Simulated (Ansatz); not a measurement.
# CH₂ClNOSi: small, medium and large basis sets

One table from this session's results is given with a row withheld; the runs are named, their logs left out.

The runs use Ansatz 0.2.0, Gaussian basis; one geometry, several basis sets.

The runs, in order: PBE0-D4/def2-SVP; ωB97M-V/def2-SVP; PBE0-D4/def2-QZVPP; ωB97M-V/def2-QZVPP; the functionals' def2-TZVPP values are taken from earlier runs.

## Structure used throughout

All runs share one geometry, relaxed beforehand with PBE0-D4 in a triple-zeta def2 set.

7 atoms, charge 0, spin multiplicity 1.

Atoms are counted from 1 here; the program's logs count them from 0.

Bond lengths: O1–Si2 1.623 Å, O1–H6 0.960 Å, Si2–N3 1.771 Å, Si2–C4 1.764 Å, Si2–H7 1.466 Å, N3–C4 1.278 Å, C4–Cl5 1.718 Å. Angles: Si2–O1–H6 118.8°, O1–Si2–N3 121.9°, O1–Si2–C4 125.9°, O1–Si2–H7 106.9°, N3–Si2–C4 42.4°, N3–Si2–H7 121.2°, C4–Si2–H7 124.9°, Si2–N3–C4 68.5°, Si2–C4–N3 69.1°, Si2–C4–Cl5 162.8°, N3–C4–Cl5 128.1°.

Set-up of the first run:

in.yaml

```yaml
crystal:
  periodic: [false, false, false]
  atoms:
    - {symbol: O, position_ang: [-0.554891, -0.830670, 1.530237]}
    - {symbol: Si, position_ang: [0.397610, -0.493683, 0.260464]}
    - {symbol: N, position_ang: [-0.257715, -0.286877, -1.371264]}
    - {symbol: C, position_ang: [0.158152, 0.821876, -0.890582]}
    - {symbol: Cl, position_ang: [0.093053, 2.379513, -1.611326]}
    - {symbol: H, position_ang: [-1.443767, -0.469446, 1.550445]}
    - {symbol: H, position_ang: [1.668658, -1.188812, 0.486127]}
basis:
  gaussian: {orbitals: def2-SVP}
hamiltonian: {xc: pbe0, dispersion: d4}
output: {orbitals: {seedname: orbitals}}
```

On the command line:

```
ansatz run in.yaml --threads 2 --pin off --events-out ev --progress --plain --max-ram 4352MiB
```

Steps of the session up to this table: PBE0-D4 in def2-SVP; ωB97M-V in def2-SVP; PBE0-D4 in def2-QZVPP; ωB97M-V in def2-QZVPP.

One of the session's tables, all rows but one given; the rest of the session is left out.

| functional | basis | HOMO (eV) |
| --- | --- | --- |
| PBE0-D4 | def2-SVP | -6.97 |
| PBE0-D4 | def2-TZVPP | -7.11 |
| PBE0-D4 | def2-QZVPP | -7.16 |
| ωB97M-V | def2-SVP | -9.12 |
| ωB97M-V | def2-TZVPP | -9.30 |
| ωB97M-V | def2-QZVPP | ? |

Estimate the missing values for ωB97M-V, def2-QZVPP.

The run gave: HOMO (eV): -9.35. In the column «HOMO (eV)» it is the lowest.
